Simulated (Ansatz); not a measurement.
# One shape, several levels: AlSi2H5O (SMILES [SiH3][Al]1[O][SiH2]1)

We compute a comparison of 6 runs (B3LYP/6-31G*, PBE0/6-31G*, r2SCAN0/6-31G*, RPA@PBE0/6-31G*, MP2/6-31G*, CCSD(T)/6-31G*) of AlSi2H5O. 

The calculation is run with Ansatz 0.2.0.

83 further runs of the same task are left out: 1 that didn't finish, 82 set aside as unsound or not needed.

**1. The system as given**

The species is AlSi2H5O (9 atoms), meant as a singlet with charge 0. SMILES: `[SiH3][Al]1[O][SiH2]1`. The Si4–H8 distance was set to 3.277 Å, away from the relaxed value. At this shape a bond of the SMILES string is far longer than usual.

Bond lengths: Si1–Al2 2.450 Å, Al2–O3 1.745 Å, Al2–Si4 2.280 Å, O3–Si4 1.688 Å, Si1–H5 1.488 Å, Si1–H6 1.489 Å, Si1–H7 1.487 Å, Si4–H9 1.490 Å. Some angles: Si1–Al2–O3 129.7°, Si1–Al2–Si4 177.0°, O3–Al2–Si4 47.3°, Al2–O3–Si4 83.2°, Al2–Si4–O3 49.5°, Al2–Si1–H5 109.6°, Al2–Si1–H6 109.4°, Al2–Si1–H7 111.5°, Al2–Si4–H9 126.3°, O3–Si4–H9 114.1°.

**2. A single-point energy at B3LYP/6-31G(d) (spherical functions) (run 1)**

Contents of input.yaml:

```yaml
crystal:
  periodic: [false, false, false]
  atoms:
    - {symbol: Si, position_ang: [-0.562538, 3.457018, -0.934011]}
    - {symbol: Al, position_ang: [-0.034538, 1.591018, 0.563489]}
    - {symbol: O, position_ang: [1.483062, 0.774618, 0.834989]}
    - {symbol: Si, position_ang: [0.568962, -0.137782, 1.921589]}
    - {symbol: H, position_ang: [-1.673438, 3.066618, -1.844211]}
    - {symbol: H, position_ang: [-1.009738, 4.626318, -0.128611]}
    - {symbol: H, position_ang: [0.616862, 3.852718, -1.749511]}
    - {symbol: H, position_ang: [0.403300, -3.327600, 1.187000]}
    - {symbol: H, position_ang: [1.019362, -0.030082, 3.337589]}
basis:
  gaussian:
    orbitals: 6-31G_st_-spherical.json
hamiltonian:
  xc: {name: B3LYP}
accuracy: high
output: {orbitals: {seedname: orbitals}}
```

The basis set 6-31G* is read from a file made from the Basis Set Exchange's data (not shown).

Launch:

```
ansatz run input.yaml --threads 1 --pin off --max-ram 3480MiB --events-out events.jsonl --progress --plain --runs-dir runs
```

The log of the run:

```text
Warning: RAYON_NUM_THREADS=1 ignored (pool sized by the plan → 1); use --threads N
Functional definition: B3LYP
  name "B3LYP"
  parameter a0 = 0.2
  parameter ax = 0.72
  parameter ac = 0.81
  exchange = (1 - a0 - ax)*slater_x + ax*b88_x + a0*exact_x
  correlation = (1 - ac)*vwn_rpa_c + ac*lyp_c
1693 factors; integrals over basis functions are off by at most 1.8e-8 eV
mean field evaluation 1: about -24469.6432 eV, gradient 6.0e1 eV
mean field evaluation 2: about -24369.3419 eV, gradient 1.8e2 eV
mean field evaluation 4: about -24471.5226 eV, gradient 2.6e1 eV
mean field evaluation 8: about -24476.9336 eV, gradient 1.4e0 eV
mean field evaluation 16: about -24477.1111 eV, gradient 3.8e-3 eV
mean field -24477.11105772 eV, -899.5172401893 hartree, gradient 8.6e-8 eV, S^2 0.000000; 0 other end points of the search recorded, 0 dependent functions left out
reference -24477.11110742 eV, -899.5172420157 hartree; 27, 27 occupied and 51, 51 virtual orbitals, 1693 factors
Total energy: -24477.11110742 eV, -899.5172420157 hartree
```

It took 9.9 s on 1 thread of Arm Neoverse V1, shared host; peak memory 0.26 GiB.

**3. A single-point energy at PBE0/6-31G(d) (spherical functions) (run 2)**

Contents of input.yaml:

```yaml
crystal:
  periodic: [false, false, false]
  atoms:
    - symbol: Si
      position_ang: [-0.562538, 3.457018, -0.934011]
    - symbol: Al
      position_ang: [-0.034538, 1.591018, 0.563489]
    - symbol: O
      position_ang: [1.483062, 0.774618, 0.834989]
    - symbol: Si
      position_ang: [0.568962, -0.137782, 1.921589]
    - symbol: H
      position_ang: [-1.673438, 3.066618, -1.844211]
    - symbol: H
      position_ang: [-1.009738, 4.626318, -0.128611]
    - symbol: H
      position_ang: [0.616862, 3.852718, -1.749511]
    - symbol: H
      position_ang: [0.403300, -3.327600, 1.187000]
    - symbol: H
      position_ang: [1.019362, -0.030082, 3.337589]
basis:
  gaussian:
    orbitals: 6-31G_st_-spherical.json
hamiltonian:
  xc: {name: PBE0}
accuracy: high
output:
  orbitals: {seedname: orbitals}
```

The basis set 6-31G* is read from a file made from the Basis Set Exchange's data (not shown).

Launch:

```
ansatz run input.yaml --threads 1 --pin off --max-ram 3480MiB --events-out events.jsonl --progress --plain --runs-dir runs
```

The log of the run:

```text
Warning: RAYON_NUM_THREADS=1 ignored (pool sized by the plan → 1); use --threads N
Functional definition: PBE0
  name "PBE0"
  parameter a = 0.25
  parameter kappa = 0.804
  parameter beta = 0.06672455060314922
  exchange = (1 - a)*pbe_x(kappa = kappa, mu = beta*pi^2/3) + a*exact_x
  correlation = pbe_c(beta = beta)
1693 factors; integrals over basis functions are off by at most 1.8e-8 eV
mean field evaluation 1: about -24456.8352 eV, gradient 5.6e1 eV
mean field evaluation 2: about -24363.4148 eV, gradient 1.7e2 eV
mean field evaluation 4: about -24457.4893 eV, gradient 2.6e1 eV
mean field evaluation 8: about -24463.2335 eV, gradient 1.8e0 eV
mean field evaluation 16: about -24463.2512 eV, gradient 4.7e-4 eV
mean field -24463.25121300 eV, -899.0079002906 hartree, gradient 8.6e-8 eV, S^2 0.000000; 0 other end points of the search recorded, 0 dependent functions left out
reference -24463.25121648 eV, -899.0079004184 hartree; 27, 27 occupied and 51, 51 virtual orbitals, 1693 factors
Total energy: -24463.25121648 eV, -899.0079004184 hartree
```

It took 9.3 s on 1 thread of Arm Neoverse V1, shared host; peak memory 0.26 GiB.

Runs 3 to 5 aren't shown in full; the table further down has their settings and results.

**4. The energy at CCSD(T)/6-31G(d) (spherical functions) (run 6)**

Contents of run.yaml:

```yaml
crystal:
  periodic: [false, false, false]
  atoms:
    - {symbol: Si, position_ang: [-0.562538, 3.457018, -0.934011]}
    - {symbol: Al, position_ang: [-0.034538, 1.591018, 0.563489]}
    - {symbol: O, position_ang: [1.483062, 0.774618, 0.834989]}
    - {symbol: Si, position_ang: [0.568962, -0.137782, 1.921589]}
    - {symbol: H, position_ang: [-1.673438, 3.066618, -1.844211]}
    - {symbol: H, position_ang: [-1.009738, 4.626318, -0.128611]}
    - {symbol: H, position_ang: [0.616862, 3.852718, -1.749511]}
    - {symbol: H, position_ang: [0.403300, -3.327600, 1.187000]}
    - {symbol: H, position_ang: [1.019362, -0.030082, 3.337589]}
basis:
  gaussian:
    orbitals: 6-31G_st_-spherical.json
scf:
  omitted_lower_state_checks: [cluster_reference, increment]
accuracy: high
correlation:
  method: ccsd_t
  frozen_orbitals: {Al: 5, H: 0, O: 1, Si: 5}
```

The basis set 6-31G* is read from a file made from the Basis Set Exchange's data (not shown).

Launch:

```
ansatz run run.yaml --threads 1 --pin off --max-ram 3480MiB --events-out events.jsonl --progress --plain --runs-dir runs
```

The log of the run:

```text
Warning: RAYON_NUM_THREADS=1 ignored (pool sized by the plan → 1); use --threads N
[... 12 lines left out ...]
16 core orbitals not correlated: weight in the atoms' cores, before any rotation towards them, 1.000 or more for the frozen orbitals, at most 0.000 for the correlated occupied ones
[... 34 lines left out ...]
WARN: these amplitudes may be one of several solutions (largest doubles amplitude 0.44, level shift 0.86 eV)
Total energy: -24431.64075857 eV, -897.8462375167 hartree
Checks for a lower state left out: cluster_reference, increment
```

It took 11 s on 1 thread of Arm Neoverse V1, shared host; peak memory 0.31 GiB.

**5. Overview of the runs**

```tsv
run	level	frozen core orbitals	energy (Eh)	wall time
1	B3LYP/6-31G* (spherical functions)	–	-899.517242	9.9 s
2	PBE0/6-31G* (spherical functions)	–	-899.007900	9.3 s
3	r2SCAN0/6-31G* (spherical functions)	–	-899.302308	20 s
4	RPA@PBE0/6-31G* (spherical functions)	16	-897.957820	16 s
5	MP2/6-31G* (spherical functions)	16	-897.748341	4.2 s
6	CCSD(T)/6-31G* (spherical functions)	16	-897.846238	11 s
```

**6. Summary of results**

| quantity | value |
| --- | --- |
| run 6: total energy | -897.84624 Eh |
| run 6: correlation energy (16 core orbitals frozen) | -517.4 mEh |
| run 6: (T) correction | -27.65 mEh |
| run 6: T1 diagnostic | 0.044 |

Over runs 1, 2, 3 the HOMO–LUMO gap runs from 2.10 eV (B3LYP/6-31G*) to 2.48 eV (r2SCAN0/6-31G*). Totals of different functionals can't be ranked against each other. In run 6 the T1 diagnostic is large, so a single reference may not serve. In runs 4, 5, 6 the log says that unrestricted orbitals would lower the reference, so the values rest on an unstable closed-shell determinant (other closed-shell runs at this shape may share the fault). All runs together took 71 s, the longest 20 s.
